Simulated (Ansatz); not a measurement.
**GaH₆NOSi₂: up Jacob's ladder to CCSD(T)**

How much do the methods differ for GaH₆NOSi₂? The plan is to run it at one geometry with functionals of several rungs and with coupled cluster, and see how far each lands from CCSD(T) at the basis-set limit for the atomisation energy.

The runs use Ansatz 0.2.0, Gaussian basis; functionals in def2-TZVPP, the program's frozen cores in correlated methods.

The runs, in order: LDA (SPW92), PBE-D4, revPBE-D4, BLYP-D4, r2SCAN-D4, B97M-V, PBE0-D4, B3LYP-D4, r2SCANh-D4, r2SCAN0-D4, HSE06-D4, BHLYP-D4, CAM-B3LYP-D4, LC-ωPBE, ωB97X-V, ωB97M-V, B2PLYP, PBE-QIDH; CCSD(T)/def2-SVP; CCSD(T)/def2-TZVPP; MP2/def2-QZVPP; extrapolation to the limit; RPA on PBE.

## (1) Structure used throughout

The geometry comes from an earlier relaxation with PBE0-D4 in a triple-zeta def2 set; it is a stationary point, not always the lowest conformer.

SMILES `[NH2][Ga]1[O][SiH2][SiH2]1`, 11 atoms, charge 0, spin multiplicity 1.

Atoms are counted from 1 here; the program's logs count them from 0.

Bond lengths: N1–Ga2 1.800 Å, N1–H6 1.004 Å, N1–H7 1.006 Å, Ga2–O3 1.851 Å, Ga2–Si5 2.398 Å, O3–Si4 1.647 Å, Si4–Si5 2.366 Å, Si4–H8 1.490 Å, Si4–H9 1.490 Å, Si5–H10 1.488 Å, Si5–H11 1.488 Å. Angles: Ga2–N1–H6 124.6°, Ga2–N1–H7 122.5°, H6–N1–H7 112.9°, N1–Ga2–O3 115.9°, N1–Ga2–Si5 156.0°, O3–Ga2–Si5 88.1°, Ga2–O3–Si4 105.9°, O3–Si4–Si5 94.2°, O3–Si4–H8 112.7°, O3–Si4–H9 112.7°, Si5–Si4–H8 114.3°, Si5–Si4–H9 114.3°, H8–Si4–H9 108.3°, Ga2–Si5–Si4 71.8°, Ga2–Si5–H10 116.1°, Ga2–Si5–H11 116.0°, Si4–Si5–H10 119.7°, Si4–Si5–H11 119.6° and more.

Geometry (Å):

```
N    -1.40046    2.33338   -0.33146
Ga   -0.41261    0.83139   -0.23963
O    -0.72193   -0.24994    1.23094
Si    0.30051   -1.53084    1.07160
Si    1.23211   -0.75769   -0.96171
H    -1.34198    3.01036   -1.07119
H    -2.08270    2.57554    0.36745
H    -0.41961   -2.83013    0.96152
H     1.27544   -1.63030    2.19346
H     2.63927   -0.27446   -0.99173
H     0.93197   -1.47730   -2.22924
```

## (2) LDA

This LDA is Slater exchange with PW92 correlation.

File in.yaml:

```yaml
crystal:
  periodic: [false, false, false]
  atoms:
    - {symbol: N, position_ang: [-1.400464, 2.333376, -0.331463]}
    - {symbol: Ga, position_ang: [-0.412609, 0.831388, -0.239628]}
    - {symbol: O, position_ang: [-0.721927, -0.249939, 1.230945]}
    - {symbol: Si, position_ang: [0.300510, -1.530841, 1.071600]}
    - {symbol: Si, position_ang: [1.232112, -0.757687, -0.961711]}
    - {symbol: H, position_ang: [-1.341977, 3.010356, -1.071191]}
    - {symbol: H, position_ang: [-2.082701, 2.575537, 0.367450]}
    - {symbol: H, position_ang: [-0.419614, -2.830131, 0.961520]}
    - {symbol: H, position_ang: [1.275441, -1.630298, 2.193464]}
    - {symbol: H, position_ang: [2.639273, -0.274462, -0.991733]}
    - {symbol: H, position_ang: [0.931965, -1.477300, -2.229242]}
basis:
  gaussian: {orbitals: def2-TZVPP}
hamiltonian: {xc: lda}
output: {orbitals: {seedname: orbitals}}
```

On the command line:

```console
$ ansatz run in.yaml --threads 4 --pin off --events-out ev --progress --plain --max-ram 10444MiB
```

The runs that follow: PBE-D4 (GGA); revPBE-D4 (GGA); BLYP-D4 (GGA); r2SCAN-D4 (meta-GGA); B97M-V (meta-GGA); B3LYP-D4 (hybrid); r2SCANh-D4 (hybrid); r2SCAN0-D4 (hybrid); HSE06-D4 (hybrid); BHLYP-D4 (hybrid); CAM-B3LYP-D4 (range-separated); LC-ωPBE (range-separated); ωB97X-V (range-separated); ωB97M-V (range-separated); B2PLYP (double hybrid); PBE-QIDH (double hybrid); CCSD(T) in def2-SVP; CCSD(T) in def2-TZVPP; MP2 in def2-QZVPP; RPA on PBE orbitals.

**Question.** What will the summary of the whole plan be? Wanted: atomisation energy, CCSD(T)/CBS; farthest beyond LDA; mean size of error, GGA; mean size of error, meta-GGA; mean size of error, hybrid; mean size of error, range-separated; mean size of error, double hybrid; gap, smallest and largest; T1 diagnostic.

As calculated:

| quantity | value |
| --- | --- |
| atomisation energy, CCSD(T)/CBS | 3555.5 kJ/mol |
| functionals within 35.6 kJ/mol (1.0 %) | PBE-D4, r2SCAN-D4, B97M-V, CAM-B3LYP-D4, ωB97X-V, ωB97M-V |
| farthest beyond LDA | BHLYP-D4 (-130.6 kJ/mol) |
| mean size of error, GGA | 47.1 kJ/mol |
| mean size of error, meta-GGA | 9.4 kJ/mol |
| mean size of error, hybrid | 66.3 kJ/mol |
| mean size of error, range-separated | 23.7 kJ/mol |
| mean size of error, double hybrid | 66.7 kJ/mol |
| gap, smallest and largest | 4.29 eV (LDA (SPW92)), 10.65 eV (LC-ωPBE) |
| T1 diagnostic | 0.0151 |
| triples share of the correlation energy | 4.1 % |

In words: LDA overbinds by 473.8 kJ/mol (13 %). PBE-D4 is off by +2.7 kJ/mol. Double hybrids carry the basis error of their MP2 part in triple zeta, and no dispersion term here, so their miss is partly the set-up's. The rungs meta-GGA, range-separated miss on average by less than the doubt on the reference (35.6 kJ/mol), so they tie. Misses under about 35.6 kJ/mol are within the doubt on the reference itself, which lacks core-valence correlation, relativity and higher excitations, and its outer-core shells are covered unevenly. Hartree-Fock recovers 69 % of the binding; the rest is correlation. CCSD(T) in def2-SVP is off by -304.0 kJ/mol, worse than the median functional, from the basis alone. The gap grows from 4.3 to 10.6 eV across the functionals, mostly with the share of exact exchange. Correlated methods include outer-core shells of Ga, which these sets cover unevenly.
